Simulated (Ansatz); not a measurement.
# YSi2Ru2: the cost of one run

Program: the Python package of Ansatz 0.2.0. Level of theory: DFT PBEsol+D3(BJ), plane waves, PAW. These are calculated values, not measurements.

The COD entry's cell or inner coordinates are ideal or old and differ from later refinements, so a difference from it is no clean test against experiment.

### Step 1. The system

Symmetry: I4/mmm, No. 139, tetragonal system. Conventional cell: a = 4.156 Å, b = 4.156 Å, c = 9.537 Å, α = 90.00°, β = 90.00°, γ = 90.00°. Y (site symmetry 4/mmm) is surrounded by 8 Ru at 3.16 Å and 10 Si at 3.17 to 3.58 Å. Si (site symmetry 4mm) has 1 Si at 2.38 Å and 4 Ru at 2.40 Å and 5 Y at 3.17 to 3.58 Å in its first shell of neighbours. Ru (site symmetry -4m2) is surrounded by 4 Si at 2.40 Å.

The script reads POSCAR_ysi2ru2:

```text
YSi2Ru2
1.0
  -2.07785000    2.07785000    4.76855000
   2.07785000   -2.07785000    4.76855000
   2.07785000    2.07785000   -4.76855000
Y Si Ru
1 2 2
Direct
   0.00000000    0.00000000    0.00000000
   0.37500000    0.37500000    0.00000000
   0.62500000    0.62500000    0.00000000
   0.75000000    0.25000000    0.50000000
   0.25000000    0.75000000    0.50000000
```

### Step 2. The code

Contents of relax.py:

```python
import json
import warnings

import ansatz as az
from ase.data import atomic_numbers
from ase.io import read
import numpy as np
import spglib

SETTINGS = {
    "xc": "PBEsol",
    "dispersion": "D3(BJ)",
    "cutoff_ev": 550,
    "mesh": (9, 9, 9),
    "filling": "cold",
    "fmax": 0.005,
}

warnings.simplefilter("ignore", az.DeckWarning)

atoms = read("POSCAR_ysi2ru2", format="vasp")
ysi2ru2 = az.Crystal.from_ase(atoms)

setup = (
    ysi2ru2.calculation()
    .functional(SETTINGS["xc"], dispersion=SETTINGS["dispersion"])
    .basis(SETTINGS["cutoff_ev"])
    .kpoints(*SETTINGS["mesh"])
    .occupations(SETTINGS["filling"], width=150 * az.meV)
    .relax(force_tolerance=SETTINGS["fmax"])
)
res = setup.run(threads=1, events_out="events.ndjson")
with open("events.ndjson") as stream:
    events = [json.loads(line) for line in stream]
steps = [e["data"] for e in events if e["event"] == "relax_step"]
report = res.report
print("step   energy (eV)     max comp. (eV/A)  SCF")
for s in steps:
    print(f"{s['step']:4d} {s['lagrangian_ev']:15.5f} {s['allowed_force_max_ev_ang']:12.4f} {s['n_scf']:5d}")

first, last = steps[0], steps[-1]
symbols = [site.symbol for site in res.lattice.sites]
print(f"energy gained {first['lagrangian_ev'] - last['lagrangian_ev']:.4f} eV in {len(steps) - 1} steps")

print("relaxed fractional positions")
for site in res.lattice.sites:
    print(f"  {site.symbol:2s}", " ".join(f"{v % 1:8.5f}" for v in np.round(site.position_frac, 5)))

fractions = [site.position_frac for site in res.lattice.sites]
numbers = [atomic_numbers[s] for s in symbols]
for tolerance in (1e-3, 1e-2, 1e-1):
    print(f"space group at {tolerance} A:", spglib.get_spacegroup((res.lattice.cell_ang, fractions, numbers), symprec=tolerance))

moved = np.linalg.norm(np.array(last["positions_ang"]) - np.array(first["positions_ang"]), axis=1)
print("displacement by atom (A):", " ".join(f"{s}:{d:.3f}" for s, d in zip(symbols, moved)))

n_atoms = len(report["lattice"]["sites"])
print("F =", round(report["free_energy_ev"], 4), "eV for", n_atoms, "atoms")
print("E(sigma -> 0) =", round(report["energy_sigma0_ev"], 4), "eV, TS =", round(report["entropy_ts_ev"], 5), "eV")
print("closed by", report["closed_by"], "after", report["n_iterations"], "iterations")
```

### Step 3. The calls as engine input

The engine receives this input:

```yaml
crystal:
  lattice:
    - [-2.07785, 2.07785, 4.76855]
    - [2.07785, -2.07785, 4.76855]
    - [2.07785, 2.07785, -4.76855]
  atoms:
    - { symbol: "Y", position: [0.0, 0.0, 0.0] }
    - { symbol: Si, position: [0.375, 0.37499999999999994, 0.0] }
    - { symbol: Si, position: [0.625, 0.625, 0.0] }
    - { symbol: Ru, position: [0.7500000000000001, 0.24999999999999994, 0.5] }
    - { symbol: Ru, position: [0.25, 0.75, 0.5] }
basis:
  ecutwfc: 550.0
kpoints:
  mp_grid:
    grid: [9, 9, 9]
hamiltonian:
  xc: pbesol
  dispersion: d3bj
scf:
  occupations:
    method: cold
    width: 0.15
relax:
  f_tol: 0.005
```

### Step 4. The run

Launch:

```sh
python relax.py
```

What time and memory should one allow on 1 thread of Arm Neoverse V1, shared host?

About 50 s, with a peak of 0.68 GiB.
